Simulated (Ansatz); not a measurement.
**ClFH₆N₂Si₂: up Jacob's ladder to CCSD(T)**

An exercise on one series of results from a longer session: the logs are not shown, and one member is left open.

Program: Ansatz 0.2.0, Gaussian basis. Level of theory: functionals in def2-TZVPP, the program's frozen cores in correlated methods. These are calculated values, not measurements.

The runs, in order: PBE-D4, r2SCAN-D4, PBE0-D4, B3LYP-D4, ωB97X-V, ωB97M-V, B2PLYP; CCSD(T)/def2-TZVPP; MP2/def2-QZVPP; extrapolation to the limit.

### The relaxed structure

The geometry comes from an earlier relaxation with PBE0-D4 in a triple-zeta def2 set; it is a stationary point, not always the lowest conformer.

SMILES `N[Si@H](Cl)[Si@@H](N)F`, 12 atoms, charge 0, spin multiplicity 1.

Atoms are counted from 1 here; the program's logs count them from 0.

Bond lengths: N1–Si2 1.700 Å, N1–H7 1.008 Å, N1–H8 1.007 Å, Si2–F3 1.608 Å, Si2–Si4 2.338 Å, Si2–H9 1.483 Å, Si4–N5 1.704 Å, Si4–Cl6 2.094 Å, Si4–H10 1.481 Å, N5–H11 1.008 Å, N5–H12 1.008 Å. Angles: Si2–N1–H7 120.3°, Si2–N1–H8 122.4°, H7–N1–H8 112.0°, N1–Si2–F3 115.0°, N1–Si2–Si4 105.1°, N1–Si2–H9 107.5°, F3–Si2–Si4 108.2°, F3–Si2–H9 105.6°, Si4–Si2–H9 115.9°, Si2–Si4–N5 109.0°, Si2–Si4–Cl6 103.7°, Si2–Si4–H10 117.5°, N5–Si4–Cl6 114.4°, N5–Si4–H10 107.6°, Cl6–Si4–H10 104.9°, Si4–N5–H11 120.1°, Si4–N5–H12 120.9°, H11–N5–H12 111.4°.

The first run:

in.yaml

```yaml
crystal:
  periodic: [false, false, false]
  atoms:
    - {symbol: N, position_ang: [0.674452, -1.142944, -1.499241]}
    - {symbol: Si, position_ang: [1.111333, 0.291570, -0.698889]}
    - {symbol: F, position_ang: [1.420222, 1.540572, -1.663642]}
    - {symbol: Si, position_ang: [-0.736336, 0.834762, 0.627536]}
    - {symbol: N, position_ang: [-0.769670, -0.199015, 1.982159]}
    - {symbol: Cl, position_ang: [-2.362817, 0.608533, -0.671401]}
    - {symbol: H, position_ang: [-0.242261, -1.239005, -1.907387]}
    - {symbol: H, position_ang: [1.351274, -1.739922, -1.945874]}
    - {symbol: H, position_ang: [2.376193, 0.027836, 0.029783]}
    - {symbol: H, position_ang: [-0.835568, 2.226281, 1.124945]}
    - {symbol: H, position_ang: [-0.589372, -1.184144, 1.871233]}
    - {symbol: H, position_ang: [-1.397460, -0.024532, 2.750779]}
basis:
  gaussian: {orbitals: def2-TZVPP}
hamiltonian: {xc: pbe, dispersion: d4}
output: {forces: true, orbitals: {seedname: orbitals}}
```

Launch:

```
ansatz run in.yaml --threads 2 --pin off --events-out ev --progress --plain --max-ram 22528MiB --backend cuda --devices 0, --max-vram 18GiB
```

Among the steps run: PBE-D4 (GGA); r2SCAN-D4 (meta-GGA); PBE0-D4 (hybrid); B3LYP-D4 (hybrid); ωB97X-V (range-separated); ωB97M-V (range-separated); B2PLYP (double hybrid); CCSD(T) in def2-TZVPP; MP2 in def2-QZVPP.

One table of the session follows, with a row left open; its other results are not shown here.

| method | atomisation energy (kJ/mol) |
| --- | --- |
| PBE-D4 | 4250.4 |
| r2SCAN-D4 | 4188.8 |
| PBE0-D4 | 4172.9 |
| B3LYP-D4 | 4200.2 |
| ωB97X-V | 4235.1 |
| ωB97M-V | 4222.2 |
| B2PLYP | 4144.3 |
| HF/def2-TZVPP | 2966.6 |
| MP2/def2-TZVPP | 4136.9 |
| CCSD/def2-TZVPP | 3999.0 |
| CCSD(T)/def2-TZVPP | 4062.4 |
| MP2/CBS | 4288.2 |
| CCSD(T)/CBS | ? |

**Question.** Estimate the row for CCSD(T)/CBS.

**Answer.** atomisation energy (kJ/mol): 4213.8. In the column «atomisation energy (kJ/mol)» it lies between B3LYP-D4 (4200.2) and ωB97M-V (4222.2).
